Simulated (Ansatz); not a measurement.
# C₄H₁₃BO: basis-set convergence

How large a basis does C₄H₁₃BO need? Two functionals are run in growing sets.

Method: one geometry, several basis sets; program: Ansatz 0.2.0, Gaussian basis.

The runs, in order: PBE0-D4/def2-SVP; ωB97M-V/def2-SVP; PBE0-D4/def2-QZVPP; ωB97M-V/def2-QZVPP; the functionals' def2-TZVPP values are taken from earlier runs.

1 further run of the same task is left out (it didn't finish). Runs told in other sessions of the task aren't counted.

### Step 1. The geometry

An earlier PBE0-D4 in a triple-zeta def2 set relaxation fixed the geometry.

SMILES `C[OH+][B-](C)(C)C`, 19 atoms, charge 0, spin multiplicity 1.

Atoms are counted from 1 here; the program's logs count them from 0.

Bond lengths: C1–O2 1.427 Å, C1–H7 1.091 Å, C1–H8 1.091 Å, C1–H9 1.087 Å, O2–B3 1.769 Å, O2–H10 0.963 Å, B3–C4 1.604 Å, B3–C5 1.598 Å, B3–C6 1.603 Å, C4–H11 1.096 Å, C4–H12 1.096 Å, C4–H13 1.098 Å, C5–H14 1.095 Å, C5–H15 1.096 Å, C5–H16 1.096 Å, C6–H17 1.095 Å, C6–H18 1.095 Å, C6–H19 1.099 Å. Angles: O2–C1–H7 109.4°, O2–C1–H8 111.2°, O2–C1–H9 106.5°, H7–C1–H8 110.6°, H7–C1–H9 109.6°, H8–C1–H9 109.5°, C1–O2–B3 119.5°, C1–O2–H10 110.2°, B3–O2–H10 105.3°, O2–B3–C4 104.6°, O2–B3–C5 102.8°, O2–B3–C6 99.0°, C4–B3–C5 116.1°, C4–B3–C6 115.1°, C5–B3–C6 115.8°, B3–C4–H11 114.4°, B3–C4–H12 108.3°, B3–C4–H13 113.9° and more.

As a file:

```mol
C4H13BO
  3D, bonds by distance, orders not assigned

 19 18  0  0  0  0  0  0  0  0999 V2000
    1.2515    1.2081   -1.3803 C   0  0
    0.8321    1.0225   -0.0291 O   0  0
   -0.3366   -0.2499    0.3523 B   0  0
    0.2638   -1.5687   -0.3354 C   0  0
   -1.6934    0.3158   -0.2754 C   0  0
   -0.2375   -0.2105    1.9515 C   0  0
    1.9038    2.0804   -1.4403 H   0  0
    1.7602    0.3210   -1.7606 H   0  0
    0.3499    1.3867   -1.9608 H   0  0
    1.5930    0.8454    0.5345 H   0  0
    0.2583   -1.5510   -1.4310 H   0  0
   -0.3599   -2.4220   -0.0457 H   0  0
    1.2815   -1.8180   -0.0077 H   0  0
   -1.9665    1.3031    0.1113 H   0  0
   -1.6974    0.3676   -1.3704 H   0  0
   -2.5118   -0.3620   -0.0070 H   0  0
   -0.5252    0.7562    2.3786 H   0  0
   -0.9220   -0.9548    2.3726 H   0  0
    0.7563   -0.4698    2.3427 H   0  0
  1  2  8  0
  2  3  8  0
  3  4  8  0
  3  5  8  0
  3  6  8  0
  1  7  8  0
  1  8  8  0
  1  9  8  0
  2 10  8  0
  4 11  8  0
  4 12  8  0
  4 13  8  0
  5 14  8  0
  5 15  8  0
  5 16  8  0
  6 17  8  0
  6 18  8  0
  6 19  8  0
M  END
```

### Step 2. PBE0-D4 in def2-SVP

Contents of in.yaml:

```yaml
crystal:
  periodic: [false, false, false]
  atoms:
    - {symbol: C, position_ang: [1.251456, 1.208138, -1.380278]}
    - {symbol: O, position_ang: [0.832057, 1.022461, -0.029075]}
    - {symbol: B, position_ang: [-0.336649, -0.249932, 0.352301]}
    - {symbol: C, position_ang: [0.263848, -1.568723, -0.335371]}
    - {symbol: C, position_ang: [-1.693359, 0.315799, -0.275427]}
    - {symbol: C, position_ang: [-0.237542, -0.210462, 1.951538]}
    - {symbol: H, position_ang: [1.903779, 2.080402, -1.440337]}
    - {symbol: H, position_ang: [1.760180, 0.320973, -1.760584]}
    - {symbol: H, position_ang: [0.349892, 1.386660, -1.960775]}
    - {symbol: H, position_ang: [1.593020, 0.845382, 0.534536]}
    - {symbol: H, position_ang: [0.258297, -1.550983, -1.430959]}
    - {symbol: H, position_ang: [-0.359927, -2.422019, -0.045655]}
    - {symbol: H, position_ang: [1.281517, -1.817985, -0.007702]}
    - {symbol: H, position_ang: [-1.966484, 1.303133, 0.111285]}
    - {symbol: H, position_ang: [-1.697436, 0.367584, -1.370389]}
    - {symbol: H, position_ang: [-2.511787, -0.361981, -0.006987]}
    - {symbol: H, position_ang: [-0.525216, 0.756160, 2.378593]}
    - {symbol: H, position_ang: [-0.921964, -0.954789, 2.372603]}
    - {symbol: H, position_ang: [0.756300, -0.469840, 2.342694]}
basis:
  gaussian: {orbitals: def2-SVP}
hamiltonian: {xc: pbe0, dispersion: d4}
output: {orbitals: {seedname: orbitals}}
```

The run is started by

```sh
$ ansatz run in.yaml --threads 4 --pin off --events-out ev --progress --plain --max-ram 11315MiB
```

The runs that follow: ωB97M-V in def2-SVP; PBE0-D4 in def2-QZVPP; ωB97M-V in def2-QZVPP.

Q: Predict the results of all the runs planned. Wanted: PBE0-D4: double and triple zeta above quadruple; ωB97M-V: double and triple zeta above quadruple.

As calculated:

```
                                       quantity          value
PBE0-D4: double and triple zeta above quadruple  8.32, 0.41 eV
ωB97M-V: double and triple zeta above quadruple  8.77, 0.40 eV
```

For PBE0-D4 the step from double to triple zeta gains 7.91 eV and the next only 0.41 eV. Total energies overstate the basis error of differences, where much of it tends to cancel. The LUMO of ωB97M-V is positive and keeps falling with the basis (2.57 to 1.18 eV): an unbound level that the basis holds in place.
